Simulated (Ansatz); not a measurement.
# CH4GeO: functionals against CCSD(T) at one geometry

The task here is to estimate one member of a computed series from the others.

The runs use Ansatz 0.2.0, Gaussian basis; single points in def2-TZVPP.

Cores are frozen in the correlated methods. Filled d shells of the heavier atoms are correlated. B3LYP uses VWN-RPA correlation.

## The starting structure

7 atoms, charge 0, spin multiplicity 1.

Atoms are counted from 1 here; the program's logs count them from 0.

Bond lengths: C1–Ge2 2.031 Å, C1–H4 1.078 Å, C1–H5 1.031 Å, C1–H6 1.066 Å, Ge2–O3 1.702 Å, O3–H7 0.905 Å. Angles: Ge2–C1–H4 110.8°, Ge2–C1–H5 113.1°, Ge2–C1–H6 112.4°, H4–C1–H5 100.9°, H4–C1–H6 106.3°, H5–C1–H6 112.6°, C1–Ge2–O3 99.6°, Ge2–O3–H7 125.2°.

Geometry (Å):

```xyz
7

C    -0.7239    0.3741   -0.3085
Ge    1.2613    0.1919   -0.6965
O     1.7140   -0.8108    0.6023
H    -1.2761   -0.4399   -0.7488
H    -1.1557    1.1810   -0.7823
H    -0.9378    0.3495    0.7353
H     1.1542   -1.1172    1.2442
```

The first run:

run/in.yaml reads:

```yaml
crystal:
  periodic: [false, false, false]
  atoms:
    - {symbol: C, position_ang: [-0.723900, 0.374100, -0.308500]}
    - {symbol: Ge, position_ang: [1.261300, 0.191900, -0.696500]}
    - {symbol: O, position_ang: [1.714000, -0.810800, 0.602300]}
    - {symbol: H, position_ang: [-1.276100, -0.439900, -0.748800]}
    - {symbol: H, position_ang: [-1.155700, 1.181000, -0.782300]}
    - {symbol: H, position_ang: [-0.937800, 0.349500, 0.735300]}
    - {symbol: H, position_ang: [1.154200, -1.117200, 1.244200]}
basis:
  gaussian: {orbitals: def2-TZVPP}
correlation: {method: ccsd_t}
output: {forces: true}
```

No record of the launch command was kept for these runs.

Among the steps run: CCSD(T)/def2-TZVPP; PBE0-D4/def2-TZVPP; wB97M-V/def2-TZVPP; r2SCAN-D4/def2-TZVPP; PBE-D4/def2-TZVPP; B3LYP-D4/def2-TZVPP; SPW92/def2-TZVPP.

One table of the session follows, with a row left open; its other results are not shown here.

| method | RMS force component (eV/Å) | angle to CCSD(T) forces (°) | dipole (D) |
| --- | --- | --- | --- |
| CCSD(T) | 1.388 | reference | 1.64 |
| PBE0-D4 | 1.371 | 1.3 | 1.69 |
| wB97M-V | 1.374 | 2.1 | 1.60 |
| r2SCAN-D4 | 1.393 | 1.5 | 1.72 |
| PBE-D4 | ? | ? | ? |
| B3LYP-D4 | 1.402 | 5.2 | 1.57 |
| SPW92 | 1.575 | 8.7 | 1.69 |

Q: Estimate the row for PBE-D4 from the others.

As computed: RMS force component (eV/Å): 1.570; angle to CCSD(T) forces (°): 4.8; dipole (D): 1.61. In the column «RMS force component (eV/Å)» it lies between B3LYP-D4 (1.402) and SPW92 (1.575).
